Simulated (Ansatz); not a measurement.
Born–Oppenheimer molecular dynamics of a periodic cell of 26 atoms, LiVP$_{2}$HO$_{8}$ (host LiVP2HO8, host structure P2_1). It starts from an unrelaxed structure (largest force component 0.54 eV/Å).

All numbers below come from Ansatz 0.2.0, DFT PBEsol, scalar-relativistic, plane waves, PAW. Settings: cutoff 420 eV, k mesh 2x1x1, fermi-dirac smearing 0.05 eV, spin collinear.

```
ensemble        : NPT, Langevin
time step       : 0.5 fs
steps asked     : 80
set temperature : 500 K
friction        : 0.005 /fs
pressure        : 0 GPa
seed            : 661914
```

Frames 5 fs apart, positions in Å, forces in eV/Å.

Velocities at 0.0 fs (Å/ps):

```
Li 2.89 -3.08 -1.58
Li -7.58 -11.13 -20.25
V 2.76 -1.44 3.23
V 2.11 5.35 3.57
H 8.99 10.12 -3.78
H -22.94 2.08 -29.55
P -3.01 -2.67 1.31
P -1.31 0.65 -1.13
P 1.37 -4.30 3.55
P -1.13 -0.61 0.39
O 1.86 -3.98 4.14
O 2.07 5.05 2.91
O -1.88 0.31 -3.48
O 4.48 0.77 -8.09
O -1.92 -7.69 -5.94
O -2.44 -5.26 7.71
O 2.33 6.08 3.50
O -10.10 3.90 -5.07
O -7.06 4.44 -2.66
O 6.83 -2.36 -8.00
O 3.21 5.36 3.31
O -7.01 -1.46 -3.21
O -1.31 -0.34 7.40
O 5.64 -10.85 -1.08
O -2.05 1.43 -2.61
O 2.63 10.96 -6.88
```

```xyz
26
Lattice="4.8748 0.0000 0.0000 0.0000 8.0124 0.0000 -1.9413 0.0000 7.2247" Properties=species:S:1:pos:R:3:forces:R:3 time_fs=0.0 energy_less_start_eV=0.000 T=481
Li 3.372 2.989 2.862 0.02 0.01 0.00
Li -0.439 6.995 4.363 -0.02 0.01 0.00
V -0.222 3.994 5.525 0.01 -0.11 0.34
V 3.155 8.000 1.700 -0.01 -0.11 -0.34
H 0.897 4.098 1.906 -0.05 -0.01 0.01
H 2.037 0.092 5.319 0.05 -0.01 -0.01
P 4.269 2.787 0.136 0.00 0.20 0.00
P -1.336 6.793 7.088 0.00 0.20 0.00
P 0.834 1.254 3.687 0.02 -0.15 -0.05
P 2.099 5.260 3.537 -0.02 -0.15 0.05
O 3.179 4.433 4.307 0.21 0.02 0.16
O 3.720 1.387 0.466 -0.22 -0.44 0.34
O 4.280 6.677 0.831 -0.29 0.40 0.19
O -0.322 3.547 1.418 -0.05 -0.17 -0.08
O -0.245 0.427 2.918 -0.21 0.02 -0.16
O 0.229 2.613 4.072 -0.07 0.23 0.23
O 3.256 7.553 5.806 0.05 -0.17 0.08
O -1.347 2.671 6.394 0.29 0.40 -0.19
O 0.828 5.420 4.405 -0.06 -0.16 0.12
O 1.089 0.395 4.961 -0.07 0.12 -0.11
O -0.787 5.393 6.758 0.22 -0.44 -0.34
O 1.716 7.559 0.701 0.54 0.07 0.37
O 1.845 4.401 2.264 0.07 0.12 0.11
O 2.106 1.413 2.820 0.06 -0.16 -0.12
O 2.705 6.619 3.153 0.07 0.23 -0.23
O 1.217 3.553 6.524 -0.54 0.07 -0.37
26
Lattice="4.8695 0.0000 0.0000 0.0000 8.0037 0.0000 -1.9392 0.0000 7.2169" Properties=species:S:1:pos:R:3:forces:R:3 time_fs=5.0 energy_less_start_eV=0.280 T=393
Li 3.376 2.968 2.842 0.05 0.10 0.08
Li -0.482 6.927 4.258 -0.10 0.04 0.25
V -0.208 3.983 5.535 -0.52 0.30 0.27
V 3.162 8.017 1.714 -0.71 -1.11 -0.97
H 0.914 4.152 1.869 -0.26 -0.16 0.01
H 2.039 0.068 5.236 0.69 -0.25 0.46
P 4.253 2.771 0.141 0.37 1.36 -1.21
P -1.341 6.790 7.069 0.03 0.40 0.79
P 0.837 1.230 3.698 -0.41 0.67 -2.02
P 2.092 5.250 3.539 0.42 0.37 1.04
O 3.185 4.412 4.327 -0.63 0.68 -0.58
O 3.721 1.406 0.487 -0.75 -1.13 0.23
O 4.265 6.679 0.823 -0.37 0.35 0.08
O -0.303 3.548 1.381 -0.09 0.29 0.82
O -0.256 0.385 2.891 0.76 0.83 0.57
O 0.215 2.583 4.107 0.26 -0.42 -0.40
O 3.265 7.573 5.815 -0.14 0.00 -0.89
O -1.391 2.688 6.357 0.78 0.08 -0.22
O 0.802 5.432 4.388 0.39 -0.32 0.00
O 1.113 0.381 4.912 -0.42 -0.66 1.17
O -0.769 5.408 6.763 0.28 -1.11 -0.59
O 1.691 7.550 0.693 1.27 0.54 0.89
O 1.837 4.392 2.295 0.22 -0.42 -0.59
O 2.131 1.357 2.815 -0.82 0.43 0.32
O 2.691 6.617 3.134 -0.02 -0.31 0.14
O 1.230 3.597 6.478 -0.27 -0.56 0.38
26
Lattice="4.8578 0.0000 0.0000 0.0000 7.9845 0.0000 -1.9345 0.0000 7.1996" Properties=species:S:1:pos:R:3:forces:R:3 time_fs=10.0 energy_less_start_eV=0.602 T=288
Li 3.381 2.955 2.822 0.00 0.11 0.16
Li -0.520 6.848 4.147 0.10 0.17 0.42
V -0.197 3.967 5.539 -0.87 0.49 -0.37
V 3.159 8.011 1.724 -1.04 -1.40 -0.99
H 0.881 4.202 1.839 0.22 -0.27 0.22
H 2.171 -0.021 5.268 -0.42 0.23 0.18
P 4.239 2.760 0.134 0.20 1.56 -1.37
P -1.344 6.778 7.050 0.45 0.33 1.73
P 0.835 1.208 3.686 -0.24 0.21 -1.14
P 2.087 5.235 3.543 0.34 0.20 0.70
O 3.178 4.393 4.333 -0.93 1.03 -0.89
O 3.702 1.412 0.517 -0.68 -0.90 -0.12
O 4.240 6.677 0.816 -0.14 0.13 -0.26
O -0.288 3.546 1.355 -0.11 0.56 1.20
O -0.251 0.349 2.877 0.75 1.05 0.31
O 0.196 2.545 4.127 0.33 -0.35 -0.84
O 3.268 7.584 5.806 -0.55 0.19 -1.53
O -1.424 2.704 6.308 1.21 -0.38 -0.19
O 0.781 5.426 4.360 0.46 -0.41 0.20
O 1.129 0.350 4.870 0.92 -1.24 1.95
O -0.748 5.409 6.750 0.07 -0.96 -0.59
O 1.683 7.542 0.702 0.93 0.43 0.55
O 1.822 4.366 2.305 -0.05 -0.46 -0.75
O 2.149 1.304 2.821 -0.99 1.08 0.08
O 2.670 6.601 3.108 0.07 -0.52 0.37
O 1.240 3.618 6.436 -0.03 -0.88 0.97
26
Lattice="4.8418 0.0000 0.0000 0.0000 7.9581 0.0000 -1.9282 0.0000 7.1758" Properties=species:S:1:pos:R:3:forces:R:3 time_fs=15.0 energy_less_start_eV=0.717 T=235
Li 3.377 2.953 2.793 -0.04 0.10 0.19
Li -0.543 6.761 4.044 0.25 0.31 0.60
V -0.188 3.950 5.537 -1.10 0.64 -1.01
V 3.148 7.992 1.732 -1.21 -1.34 -0.91
H 0.875 4.185 1.845 0.03 -0.28 0.07
H 2.204 -0.081 5.338 -0.24 0.45 -0.20
P 4.228 2.756 0.112 -0.21 1.16 0.08
P -1.343 6.764 7.034 1.03 0.44 1.50
P 0.832 1.181 3.665 0.21 -0.64 0.86
P 2.079 5.213 3.551 -0.08 -0.20 -0.62
O 3.155 4.391 4.325 -0.51 0.71 -0.61
O 3.669 1.408 0.544 -0.16 0.03 -0.62
O 4.214 6.676 0.813 0.14 -0.17 -0.51
O -0.283 3.550 1.341 -0.34 0.11 0.60
O -0.235 0.331 2.866 0.46 0.79 -0.03
O 0.178 2.502 4.125 0.33 -0.03 -0.87
O 3.272 7.589 5.778 -0.29 -0.37 -0.71
O -1.440 2.712 6.253 1.55 -0.79 -0.21
O 0.768 5.412 4.333 0.17 -0.54 0.53
O 1.155 0.307 4.853 0.08 -0.40 1.03
O -0.728 5.395 6.722 -0.26 -0.38 -0.34
O 1.687 7.532 0.720 0.26 0.07 0.04
O 1.809 4.336 2.289 0.53 -0.01 0.11
O 2.154 1.270 2.828 -0.76 1.42 -0.24
O 2.651 6.566 3.087 0.22 -0.24 0.28
O 1.245 3.612 6.413 -0.06 -0.83 1.01
26
Lattice="4.8243 0.0000 0.0000 0.0000 7.9295 0.0000 -1.9212 0.0000 7.1499" Properties=species:S:1:pos:R:3:forces:R:3 time_fs=20.0 energy_less_start_eV=0.800 T=195
Li 3.373 2.953 2.777 -0.11 0.07 0.20
Li -0.555 6.691 3.966 0.29 0.37 0.74
V -0.192 3.937 5.527 -1.05 0.69 -1.39
V 3.131 7.964 1.737 -1.19 -1.12 -0.80
H 0.856 4.106 1.851 0.25 -0.09 0.13
H 2.186 -0.049 5.353 -0.06 0.33 -0.35
P 4.212 2.757 0.091 -0.13 0.33 0.87
P -1.332 6.747 7.025 1.20 0.93 0.01
P 0.826 1.151 3.654 0.84 -0.55 1.89
P 2.066 5.184 3.559 -0.73 -0.10 -2.18
O 3.123 4.398 4.313 0.56 -0.11 0.23
O 3.629 1.406 0.560 0.34 0.74 -0.98
O 4.192 6.671 0.806 0.20 -0.45 -0.42
O -0.289 3.545 1.336 -0.19 -0.09 0.23
O -0.215 0.324 2.855 0.05 0.23 -0.25
O 0.163 2.463 4.114 0.33 0.23 -0.75
O 3.271 7.592 5.749 0.39 -1.21 0.64
O -1.428 2.698 6.196 1.02 -0.95 0.38
O 0.757 5.391 4.315 -0.32 -0.57 0.86
O 1.185 0.277 4.854 -0.88 0.29 0.15
O -0.712 5.374 6.686 -0.52 0.16 0.03
O 1.691 7.522 0.739 -0.24 -0.27 -0.26
O 1.806 4.313 2.272 0.39 0.06 0.44
O 2.151 1.264 2.823 -0.62 1.37 -0.23
O 2.630 6.524 3.069 0.38 0.29 0.12
O 1.244 3.596 6.404 -0.21 -0.56 0.67
26
Lattice="4.8099 0.0000 0.0000 0.0000 7.9058 0.0000 -1.9155 0.0000 7.1286" Properties=species:S:1:pos:R:3:forces:R:3 time_fs=25.0 energy_less_start_eV=0.850 T=217
Li 3.363 2.966 2.773 -0.12 -0.05 0.16
Li -0.556 6.647 3.918 0.24 0.35 0.81
V -0.207 3.930 5.516 -0.71 0.59 -1.40
V 3.111 7.934 1.738 -0.67 -0.57 -0.64
H 0.866 4.007 1.879 0.16 0.11 0.03
H 2.172 0.059 5.267 0.30 -0.16 0.14
P 4.198 2.763 0.077 0.26 -0.72 1.11
P -1.312 6.744 7.018 0.99 0.94 -1.20
P 0.823 1.121 3.657 1.18 0.31 1.30
P 2.047 5.158 3.559 -0.93 0.28 -2.57
O 3.097 4.404 4.316 1.14 -0.61 0.66
O 3.594 1.411 0.564 0.65 0.89 -1.04
O 4.183 6.664 0.800 0.21 -0.59 -0.22
O -0.300 3.540 1.330 0.26 0.02 0.32
O -0.187 0.316 2.847 -0.65 -0.51 -0.49
O 0.152 2.425 4.090 0.22 0.74 -0.34
O 3.281 7.583 5.733 0.90 -1.45 1.12
O -1.403 2.670 6.146 0.15 -0.89 1.15
O 0.740 5.361 4.306 -0.51 -0.48 0.89
O 1.200 0.257 4.857 -1.40 0.39 0.01
O -0.700 5.355 6.659 -0.65 0.62 0.42
O 1.699 7.523 0.757 -0.69 -0.62 -0.53
O 1.809 4.297 2.270 0.23 -0.22 0.28
O 2.128 1.276 2.806 -0.31 1.12 0.02
O 2.611 6.489 3.051 0.40 0.58 0.11
O 1.235 3.575 6.413 -0.67 -0.04 -0.10
26
Lattice="4.8014 0.0000 0.0000 0.0000 7.8918 0.0000 -1.9121 0.0000 7.1160" Properties=species:S:1:pos:R:3:forces:R:3 time_fs=30.0 energy_less_start_eV=0.834 T=235
Li 3.360 2.985 2.773 -0.05 -0.20 0.14
Li -0.543 6.643 3.902 0.15 0.21 0.79
V -0.226 3.933 5.511 -0.40 0.29 -1.25
V 3.096 7.913 1.736 0.07 0.00 -0.42
H 0.898 3.915 1.911 -0.27 0.21 -0.15
H 2.230 0.118 5.196 -0.19 -0.45 0.45
P 4.188 2.765 0.072 0.78 -0.98 0.87
P -1.286 6.752 7.011 0.14 0.16 -0.72
P 0.827 1.094 3.672 0.45 1.53 -0.18
P 2.029 5.138 3.548 -0.94 0.72 -1.43
O 3.087 4.414 4.332 0.86 -0.61 0.48
O 3.572 1.431 0.558 0.55 0.24 -0.80
O 4.179 6.655 0.799 0.58 -0.51 -0.46
O -0.305 3.540 1.325 0.65 0.15 0.44
O -0.170 0.303 2.826 -0.73 -0.59 -0.20
O 0.144 2.405 4.071 0.22 0.76 -0.10
O 3.306 7.561 5.733 0.65 -0.72 0.21
O -1.373 2.631 6.120 -0.76 -0.57 1.74
O 0.715 5.320 4.320 0.19 -0.22 0.26
O 1.200 0.244 4.857 -0.27 -0.20 0.82
O -0.702 5.350 6.647 -0.52 0.65 0.60
O 1.709 7.523 0.761 -1.01 -0.71 -0.71
O 1.808 4.286 2.280 0.31 -0.63 -0.25
O 2.099 1.308 2.789 0.12 0.67 0.14
O 2.609 6.462 3.028 0.15 0.51 0.34
O 1.213 3.561 6.428 -0.73 0.26 -0.60
26
Lattice="4.8011 0.0000 0.0000 0.0000 7.8913 0.0000 -1.9120 0.0000 7.1156" Properties=species:S:1:pos:R:3:forces:R:3 time_fs=35.0 energy_less_start_eV=0.779 T=267
Li 3.368 3.014 2.785 -0.01 -0.36 0.11
Li -0.521 6.658 3.917 0.05 0.14 0.74
V -0.250 3.942 5.508 -0.06 -0.14 -0.61
V 3.086 7.908 1.736 0.57 0.45 -0.37
H 0.888 3.891 1.905 -0.24 0.20 -0.23
H 2.274 0.086 5.233 -0.40 -0.39 0.34
P 4.191 2.762 0.074 0.76 -0.22 0.34
P -1.263 6.768 7.011 -0.73 -0.97 0.33
P 0.831 1.080 3.690 0.12 1.70 -1.06
P 2.013 5.128 3.534 -0.30 1.09 0.28
O 3.090 4.427 4.374 -0.34 -0.06 -0.51
O 3.575 1.459 0.544 0.01 -1.02 -0.24
O 4.188 6.650 0.789 0.52 -0.24 -0.52
O -0.300 3.544 1.329 0.86 0.31 0.46
O -0.164 0.283 2.800 -0.25 -0.18 0.47
O 0.147 2.399 4.058 0.00 0.78 0.14
O 3.348 7.544 5.745 -0.13 0.38 -1.36
O -1.363 2.588 6.131 -0.95 -0.04 1.67
O 0.686 5.280 4.348 1.29 0.21 -0.71
O 1.201 0.234 4.875 0.35 -0.41 0.88
O -0.717 5.362 6.658 -0.14 0.10 0.47
O 1.705 7.526 0.752 -0.46 -0.30 -0.27
O 1.814 4.274 2.294 -0.07 -0.97 -0.76
O 2.080 1.356 2.784 0.29 -0.01 0.18
O 2.626 6.459 3.012 -0.40 -0.23 0.81
O 1.182 3.556 6.445 -0.34 0.18 -0.57
```

Of the whole run (40 fs, mean temperature of the second half 241 K): The conserved energy stayed within 0.052 meV per atom of its start (net change 0.038 meV per atom), so the integration is sound. The mean temperature of the second half is 52 % below the set value. A run of 0.04 ps of so small a system gives no equilibrium averages. No Hubbard correction was used and the magnetic state wasn't searched. Limits of this set-up: coarse k mesh. The cell's volume went from 282 to 270 Å³.

Run time: 15 min on 1 thread of Intel(R) Xeon(R) Platinum 8259CL CPU @ 2.50GHz (Skylake/Cascade Lake), on a shared host, peak memory 0.81 GiB.
